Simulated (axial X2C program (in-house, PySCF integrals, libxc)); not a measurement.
# DyH: Ω levels from open-shell CI on f9 s2

Aim: the spin–orbit levels of DyH that arise from the configuration f9 s2 of Dy, and how they move with the bond.

Method: two-component X2C, average-of-configuration Hartree–Fock and CI in the open shells; program: an in-house X2C program for linear molecules on PySCF integrals.

All values are calculated.

## 1. Input

The input, task.json:

```json
{"zs": [66, 1], "q": 0, "bas": ["dyall-v3z", "dyall-v3z"], "r0": 1.84, "metal": 0, "shells": [[3, [0, 1, 2, 3], 9], [0, [0], 2]], "fix": 0, "emax": 2.2, "nroots": 4}
```

Keys: zs atomic numbers; q charge; bas basis sets; r0 starting distance in Å; metal index of the metal atom; shells open shells as [l, |m| values, electrons]; fix electron count of the first shell held; emax energy window in eV; nroots roots for each Ω.

On the command line:

```
$ python soci.py task.json out
```

Two-component X2C with atomic mean-field Coulomb and Gaunt terms, basis Dy dyall-v3z, H dyall-v3z (cores contracted in-house). Orbitals come from Hartree–Fock averaged over the configuration Dy f9 s2; CI then distributes these electrons over the f, s shells of Dy.

## 2. CI at R = 1.971 Å

Output:

```text
average of configuration f9 s2
basis functions 195  fitting functions 987
iter      average energy  largest gradient
   1     -12149.059058968   3.44e+00
   2     -12149.239064414   1.26e-02
   3     -12149.239357724   7.10e-03
   4     -12149.239389650   1.49e-03
   5     -12149.239403531   5.00e-04
   6     -12149.239404343   1.42e-04
   7     -12149.239404711   8.17e-05
   8     -12149.239404801   2.23e-05
   9     -12149.239404812   9.05e-06
converged
CI levels
2*Omega        energy/Eh    cm-1   g(par)  dipole/D  leading shell counts
   15    -12149.54827525        0  19.914   -1.561  {'9 2': 1.0}
   13    -12149.54649205      391  17.063   -1.557  {'9 2': 1.0}
   11    -12149.54481336      760  14.273   -1.548  {'9 2': 1.0}
    9    -12149.54343679     1062  11.602   -1.540  {'9 2': 1.0}
    7    -12149.54246911     1274   9.028   -1.538  {'9 2': 1.0}
    5    -12149.54189274     1401   6.482   -1.540  {'9 2': 1.0}
    3    -12149.54160332     1464   3.911   -1.545  {'9 2': 1.0}
    1    -12149.54149041     1489   1.308   -1.548  {'9 2': 1.0}
   13    -12149.53253030     3456  16.813   -1.557  {'9 2': 1.0}
   11    -12149.53093768     3805  13.852   -1.546  {'9 2': 1.0}
    9    -12149.52977197     4061  11.111   -1.547  {'9 2': 1.0}
    7    -12149.52878686     4277   8.504   -1.547  {'9 2': 1.0}
    5    -12149.52795025     4461   6.031   -1.544  {'9 2': 1.0}
    3    -12149.52736070     4590   3.630   -1.542  {'9 2': 1.0}
    1    -12149.52707063     4654   1.216   -1.541  {'9 2': 1.0}
   11    -12149.52108554     5967  13.763   -1.549  {'9 2': 1.0}
    9    -12149.52006388     6192  10.589   -1.548  {'9 2': 1.0}
    7    -12149.51909874     6404   7.892   -1.549  {'9 2': 1.0}
    5    -12149.51815570     6610   5.435   -1.549  {'9 2': 1.0}
    3    -12149.51729672     6799   3.200   -1.543  {'9 2': 1.0}
    1    -12149.51678120     6912   1.073   -1.538  {'9 2': 1.0}
    9    -12149.51227747     7901  10.626   -1.545  {'9 2': 1.0}
    7    -12149.51170163     8027   7.145   -1.550  {'9 2': 1.0}
    5    -12149.51071547     8243   4.640   -1.550  {'9 2': 1.0}
    3    -12149.50968422     8470   2.727   -1.547  {'9 2': 1.0}
    1    -12149.50891519     8639   0.933   -1.537  {'9 2': 1.0}
   11    -12149.49868476    10884  15.938   -1.544  {'9 2': 1.0}
```

Dipoles in the output refer to the first atom as origin.

Run time: 1.5 s. Hardware: 1 thread of Arm Neoverse N1, shared host; peak memory 0.3 GiB.

Active spinors (ω > 0; filled shells left out):

```
shell    ω  ε (eV)  character
    f  5/2  -11.36  100% Dy f
    f  3/2  -11.24  100% Dy f
    f  1/2  -11.15  100% Dy f
    f  7/2  -10.50  100% Dy f
    f  5/2  -10.41  100% Dy f
    f  3/2  -10.33  100% Dy f
    f  1/2  -10.26  100% Dy f
```

The levels:

```csv
Ω,energy (cm⁻¹),g∥,μ (D),configuration
15/2,0,19.91,-1.56,100% f9 s2
13/2,391,17.06,-1.56,100% f9 s2
11/2,760,14.27,-1.55,100% f9 s2
9/2,1062,11.60,-1.54,100% f9 s2
7/2,1274,9.03,-1.54,100% f9 s2
5/2,1401,6.48,-1.54,100% f9 s2
3/2,1464,3.91,-1.54,100% f9 s2
1/2,1489,1.31,-1.55,100% f9 s2
13/2,3456,16.81,-1.56,100% f9 s2
11/2,3805,13.85,-1.55,100% f9 s2
9/2,4061,11.11,-1.55,100% f9 s2
7/2,4277,8.50,-1.55,100% f9 s2
5/2,4461,6.03,-1.54,100% f9 s2
3/2,4590,3.63,-1.54,100% f9 s2
1/2,4654,1.22,-1.54,100% f9 s2
11/2,5967,13.76,-1.55,100% f9 s2
9/2,6192,10.59,-1.55,100% f9 s2
7/2,6404,7.89,-1.55,100% f9 s2
5/2,6610,5.43,-1.55,100% f9 s2
3/2,6799,3.20,-1.54,100% f9 s2
```

g∥ is the magnitude of 2⟨Lz + ge Sz⟩ for the +Ω component. μ is positive if the H end is positive.

## 3. The same at R = 2.217 Å

```
   Ω  energy (cm⁻¹)     g∥  μ (D)  configuration
15/2              0  19.91  -2.37     100% f9 s2
13/2            365  17.08  -2.36     100% f9 s2
11/2            696  14.31  -2.36     100% f9 s2
 9/2            965  11.64  -2.35     100% f9 s2
 7/2           1161   9.04  -2.35     100% f9 s2
 5/2           1289   6.47  -2.35     100% f9 s2
 3/2           1361   3.89  -2.36     100% f9 s2
 1/2           1393   1.30  -2.36     100% f9 s2
13/2           3433  16.80  -2.37     100% f9 s2
11/2           3744  13.87  -2.36     100% f9 s2
```

## 4. Curves along the bond

The same input was run at the other distances (logs left out). Energies in cm⁻¹ from the lowest point; levels are followed by energy order within each Ω.

```
R (Å)  (1)Ω=15/2  (1)Ω=13/2  (1)Ω=11/2  (1)Ω=9/2  (1)Ω=7/2  (1)Ω=5/2  (1)Ω=3/2
1.833        769       1162       1547      1864      2080      2197      2248
1.902        183        577        954      1264      1479      1602      1660
1.971          0        391        760      1062      1274      1401      1464
2.050        188        573        930      1222      1430      1559      1627
2.129        707       1084       1429      1710      1913      2042      2113
2.217       1583       1949       2279      2548      2745      2872      2944
2.326       2981       3331       3643      3897      4085      4209      4282
```

Constants where the minimum is well bracketed:

| level of the curve | Te (cm⁻¹) | Re (Å) | ωe (cm⁻¹) |
| --- | --- | --- | --- |
| (1)Ω=15/2 | 0 | 1.973 | 1512.4 |
| (1)Ω=13/2 | 391 | 1.974 | 1504.7 |
| (1)Ω=11/2 | 759 | 1.976 | 1497.4 |
| (1)Ω=9/2 | 1061 | 1.977 | 1491.4 |
| (1)Ω=7/2 | 1273 | 1.978 | 1487.1 |
| (1)Ω=5/2 | 1399 | 1.978 | 1484.3 |
| (1)Ω=3/2 | 1463 | 1.977 | 1482.8 |

## 5. Summary of results

| quantity | value |
| --- | --- |
| lowest level of the model | Ω = 15/2, g∥ = 19.91, 100% f9 s2 |
| next level | Ω = 13/2, 391 cm⁻¹ higher |
| lowest curve, Re and ωe | 1.973 Å, 1512.4 cm⁻¹ |

In words: In the lowest level ⟨Sz⟩ = 2.45 and ⟨Lz⟩ = 5.05; its leading determinant has weight 0.29 among 67. The 8 lowest levels are the Ω components of the Hund's-rule level 6H15/2 of f9 (free-ion gJ = 1.333), split by the axial field over 1489 cm⁻¹. From 1.971 to 2.217 Å the gap from the lowest to the fifth level goes from 1274 to 1161 cm⁻¹. Without dynamic correlation distances can be off by several hundredths of an Å, and the wavenumbers are rough. There is no dynamic correlation: spin–orbit spacings and, for f shells, spacings inside one term are the most reliable numbers, splittings between terms come out too wide, and energies between configurations are not reliable, so the lowest level need not be the ground state of the molecule. At most 4 roots were kept for each Ω > 0 (twice that for Ω = 0) within 2.2 eV of the lowest, so higher up levels can be missing between those listed; levels with Ω > 0 are doubly degenerate and listed once, Ω = 0 levels singly.
